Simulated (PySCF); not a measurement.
# Fe (Fe4+): the cost of one run

Programs: PySCF 2.14.0, with routines of our own; each step states its level. All values are computed. Atoms count from 0.

## Step 1: The starting structure

1 atom, charge 4, states of the metal's open shell are computed; geometry from: free ion.

## Step 2: Ligand-field states: state-averaged CASSCF

Job settings and geometry (Å):

```
{"job": {"kind": "lf", "basis": {"metal": "x2c-TZVPall", "ligand": "x2c-SVPall"}, "nevpt": true}, "charge": 4, "metal": "Fe", "open_shell": "d4"}
Fe     0.000000     0.000000     0.000000
```

With the program's defaults for keys left out, this is: state-averaged CASSCF of the metal d shell, SC-NEVPT2 on the averaged canonical orbitals, state-interaction spin-orbit coupling.

Run with:

```sh
$ OMP_NUM_THREADS=1 python lf_run.py task.json out
```

One launch serves the whole session: the jobs run in the order shown.

Q: Estimate the wall time and peak memory of this first job on 1 thread of Arm Neoverse V1, shared host.

About 5.9 s, with a peak of 0.15 GiB.
